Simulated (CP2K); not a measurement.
# HfGe (Pm-3m) in CP2K: a series of runs, part 2 of 2

CP2K 2026.2. The steps go on from the part before.

## Step 4: Relaxation of cell and atoms, PBEsol, target pressure 30 GPa, at which the enthalpy is minimised

Contents of hfge_vcrelax.inp:

```
&GLOBAL
  PROJECT hfge_vcrelax
  RUN_TYPE CELL_OPT
  PRINT_LEVEL LOW
&END GLOBAL
&FORCE_EVAL
  METHOD QS
  STRESS_TENSOR ANALYTICAL
  &DFT
    BASIS_SET_FILE_NAME BASIS_MOLOPT_UZH
    POTENTIAL_FILE_NAME POTENTIAL_UZH
    &MGRID
      CUTOFF 450
      REL_CUTOFF 60
      NGRIDS 5
    &END MGRID
    &QS
      METHOD GPW
      EPS_DEFAULT 1.0E-9
      EXTRAPOLATION USE_PREV_P
    &END QS
    &KPOINTS
      SCHEME MONKHORST-PACK 6 6 6
      GAMMA_CENTERED T
    &END KPOINTS
    &SCF
      SCF_GUESS ATOMIC
      EPS_SCF 1.0E-6
      MAX_SCF 100
      ADDED_MOS 13
      CHOLESKY OFF
      EPS_EIGVAL 1.0E-7
      &DIAGONALIZATION ON
        ALGORITHM STANDARD
      &END DIAGONALIZATION
      &MIXING ON
        METHOD BROYDEN_MIXING
        ALPHA 0.4
        BETA 1.5
        NBUFFER 8
      &END MIXING
      &SMEAR ON
        METHOD FERMI_DIRAC
        ELECTRONIC_TEMPERATURE [K] 580.226
      &END SMEAR
    &END SCF
    &XC
      &XC_FUNCTIONAL
        &GGA_X_PBE_SOL
        &END GGA_X_PBE_SOL
        &GGA_C_PBE_SOL
        &END GGA_C_PBE_SOL
      &END XC_FUNCTIONAL
    &END XC
    &PRINT
      &KPOINTS ON
      &END KPOINTS
      &MULLIKEN ON
        &EACH
          CELL_OPT 0
        &END EACH
        ADD_LAST NUMERIC
      &END MULLIKEN
      &MO ON
        ENERGIES T
        OCCUPATION_NUMBERS T
        &EACH
          QS_SCF 0
          CELL_OPT 0
        &END EACH
        ADD_LAST NUMERIC
      &END MO
    &END PRINT
  &END DFT
  &SUBSYS
    &CELL
      ABC 3.5008378700 3.5008378700 3.5008378700
      ALPHA_BETA_GAMMA 90.0000000000 90.0000000000 90.0000000000
      PERIODIC XYZ
    &END CELL
    &COORD
      Hf  0.0000000000 0.0000000000 0.0000000000
      Ge  1.7504189350 1.7504189350 1.7504189350
    &END COORD
    &KIND Hf
      BASIS_SET DZVP-MOLOPT-PBE-GTH-q12
      POTENTIAL GTH-PBE-q12
    &END KIND
    &KIND Ge
      BASIS_SET DZVP-MOLOPT-PBE-GTH-q4
      POTENTIAL GTH-PBE-q4
    &END KIND
    &PRINT
      &ATOMIC_COORDINATES ON
      &END ATOMIC_COORDINATES
      &CELL ON
      &END CELL
    &END PRINT
  &END SUBSYS
  &PRINT
    &FORCES ON
    &END FORCES
    &STRESS_TENSOR ON
    &END STRESS_TENSOR
  &END PRINT
&END FORCE_EVAL
&MOTION
  &CELL_OPT
    OPTIMIZER BFGS
    MAX_ITER 40
    MAX_FORCE [eV*angstrom^-1] 0.02
    RMS_FORCE [eV*angstrom^-1] 0.02
    MAX_DR 1.0E-2
    RMS_DR 1.0E-2
    EXTERNAL_PRESSURE [bar] 300000.0
    PRESSURE_TOLERANCE [bar] 500
    KEEP_SPACE_GROUP T
  &END CELL_OPT
  &PRINT
    &TRAJECTORY ON
    &END TRAJECTORY
    &CELL ON
    &END CELL
    &FORCES ON
    &END FORCES
    &STRESS ON
    &END STRESS
    &RESTART OFF
    &END RESTART
    &RESTART_HISTORY OFF
    &END RESTART_HISTORY
  &END PRINT
&END MOTION
```

Launch:

```console
$ OMP_NUM_THREADS=1 cp2k.psmp -i hfge_vcrelax.inp -o hfge_vcrelax.out
```

Wall time 1.8 min (1 thread of Arm Neoverse V1, shared host); peak memory 0.27 GiB.

The run converged. Its results:

* Free energy: -1446.0398 eV
* Relaxed volume: 15.51 Å³/atom
* Relaxed cell: a = 3.142 Å, b = 3.142 Å, c = 3.142 Å, α = 90.00°, β = 90.00°, γ = 90.00°
* Space group after relaxing (to 0.05 Å): Pm-3m (No. 221)
* Energy change on relaxing (the enthalpy is what falls): +79.1 meV/atom
* Ionic steps: 7
* Pressure after relaxing: 30.0 GPa
* Band gap on the k mesh: none (metal or under the smearing width)
* Mulliken charges: Hf -0.65; Ge +0.65 e

The path:
```
step  energy change (eV)  largest force (eV/Å)  volume (Å³)
   1              0.0000                0.0000        42.91
   2             -0.1005                0.0000        41.65
   3             -0.1539                0.0000        33.27
   4              0.3828                0.0000        29.96
   5              0.1404                0.0000        31.11
   6              0.1582                0.0000        31.01
   7              0.1582                0.0000        31.01
```

Final structure:
```
Hf Ge
1.0
     3.14187    0.00000    0.00000
     0.00000    3.14187    0.00000
     0.00000    0.00000    3.14187
Hf Ge
1 1
Cartesian
  0.0000 0.0000 0.0000
  1.5709 1.5709 1.5709
```

Levels at points of the mesh, in eV from the Fermi level:
| k point | band 5 | band 6 | band 7 | band 8 | band 9 | band 10 | band 11 | band 12 |
| --- | --- | --- | --- | --- | --- | --- | --- | --- |
| (0.00, 0.00, 0.00) | -12.60 | -2.07 | -2.07 | 2.51 | 2.51 | 2.51 | 4.51 | 4.51 |
| (0.00, 0.00, 0.50) | -9.11 | -7.24 | -0.87 | -0.56 | -0.56 | 4.99 | 6.61 | 7.17 |
| (0.00, 0.50, 0.00) | -9.11 | -7.24 | -0.87 | -0.56 | -0.56 | 4.99 | 6.61 | 7.17 |
| (0.00, 0.50, 0.50) | -9.15 | -3.16 | -3.16 | -2.05 | 1.90 | 1.90 | 4.87 | 5.89 |
| (0.50, 0.00, 0.00) | -9.11 | -7.24 | -0.87 | -0.56 | -0.56 | 4.99 | 6.61 | 7.17 |
| (0.50, 0.00, 0.50) | -9.15 | -3.16 | -3.16 | -2.05 | 1.90 | 1.90 | 4.87 | 5.89 |
| (0.50, 0.50, 0.00) | -9.15 | -3.16 | -3.16 | -2.05 | 1.90 | 1.90 | 4.87 | 5.89 |
| (0.50, 0.50, 0.50) | -5.43 | -5.35 | -5.35 | -5.35 | 4.78 | 4.78 | 4.78 | 7.30 |

Caveat: Mulliken charges move with the basis; the volume moved by over 15 % at a fixed basis, so the end points are rough; the potentials were made for another functional, which shifts forces and pressure; the basis of atomic orbitals isn't converged, which shifts pressures, moduli and gaps. Spin-orbit coupling is left out, which matters for the levels of Hf.

## Step 5: Relaxation of cell and atoms, PBEsol, target pressure 5 GPa, at which the enthalpy is minimised

Edit hfge_vcrelax.inp of step 4 so:

```diff
@@ -114,3 +114,3 @@
     RMS_DR 1.0E-2
-    EXTERNAL_PRESSURE [bar] 300000.0
+    EXTERNAL_PRESSURE [bar] 50000.0
     PRESSURE_TOLERANCE [bar] 500
```

Launch:

```console
$ OMP_NUM_THREADS=1 cp2k.psmp -i hfge_vcrelax.inp -o hfge_vcrelax.out
```

It took 96 s on 1 thread of Arm Neoverse V1, shared host; peak memory 0.26 GiB.

Results (log left out):

```
Free energy                                            : -1446.4813 eV
Relaxed volume                                         : 17.69 Å³/atom
Relaxed cell                                           : a = 3.283 Å, b = 3.283 Å, c = 3.283 Å, α = 90.00°, β = 90.00°, γ = 90.00°
Space group after relaxing (to 0.05 Å)                 : Pm-3m (No. 221)
Energy change on relaxing (the enthalpy is what falls) : -141.7 meV/atom
Ionic steps                                            : 7
Pressure after relaxing                                : 5.0 GPa
Band gap on the k mesh                                 : none (metal or under the smearing width)
Mulliken charges                                       : Hf -0.20; Ge +0.20 e
```

The path:
| step | energy change (eV) | largest force (eV/Å) | volume (Å³) |
| --- | --- | --- | --- |
| 1 | 0.0000 | 0.0000 | 42.91 |
| 2 | -0.0451 | 0.0000 | 42.37 |
| 3 | -0.2056 | 0.0000 | 33.89 |
| 4 | -0.2954 | 0.0000 | 35.87 |
| 5 | -0.2843 | 0.0000 | 35.42 |
| 6 | -0.2833 | 0.0000 | 35.39 |
| 7 | -0.2833 | 0.0000 | 35.39 |

Final structure:
```
Hf Ge
1.0
     3.28315    0.00000    0.00000
     0.00000    3.28315    0.00000
     0.00000    0.00000    3.28315
Hf Ge
1 1
Direct
  0.00000 0.00000 0.00000
  0.50000 0.50000 0.50000
```

Levels at points of the mesh, in eV from the Fermi level:
```csv
k point,band 5,band 6,band 7,band 8,band 9,band 10,band 11,band 12
"(0.00, 0.00, 0.00)",-11.82,-1.70,-1.70,2.04,2.04,2.04,3.90,3.90
"(0.00, 0.00, 0.50)",-8.94,-6.70,-0.66,-0.49,-0.49,4.30,5.62,7.41
"(0.00, 0.50, 0.00)",-8.94,-6.70,-0.66,-0.49,-0.49,4.30,5.62,7.41
"(0.00, 0.50, 0.50)",-8.64,-3.12,-3.12,-1.96,1.72,1.72,4.27,4.71
"(0.50, 0.00, 0.00)",-8.94,-6.70,-0.66,-0.49,-0.49,4.30,5.62,7.41
"(0.50, 0.00, 0.50)",-8.64,-3.12,-3.12,-1.96,1.72,1.72,4.27,4.71
"(0.50, 0.50, 0.00)",-8.64,-3.12,-3.12,-1.96,1.72,1.72,4.27,4.71
"(0.50, 0.50, 0.50)",-5.68,-4.70,-4.70,-4.70,3.96,3.96,3.96,6.19
```

Caveat: Mulliken charges move with the basis; the volume moved by over 15 % at a fixed basis, so the end points are rough; the potentials were made for another functional, which shifts forces and pressure; the basis of atomic orbitals isn't converged, which shifts pressures, moduli and gaps. The run has no spin-orbit coupling, so splittings on Hf are missing.

## Step 6: Summary

```csv
cell,target pressure (GPa),gap on the mesh (eV),pressure (GPa)
relaxed,0 GPa,none,0.0
relaxed to 10 GPa,10 GPa,none,10.0
relaxed to 30 GPa,30 GPa,none,30.0
relaxed to 5 GPa,5 GPa,none,5.0
```

Alike in all rows: task relaxation of cell and atoms; level PBEsol; potentials or basis POTENTIAL_UZH Hf GTH-PBE-q12, Ge GTH-PBE-q4; DZVP-MOLOPT-PBE-GTH basis; no spin polarisation; k mesh 6 × 6 × 6; smearing fermi-dirac 0.05 eV.

Caveats: the potentials were made for another functional, which shifts forces and pressure; the basis of atomic orbitals isn't converged, which shifts pressures, moduli and gaps; the volume moved by over 15 % at a fixed basis, so the end points are rough (some runs).

Absolute energies hang on the potentials; compare differences alone.
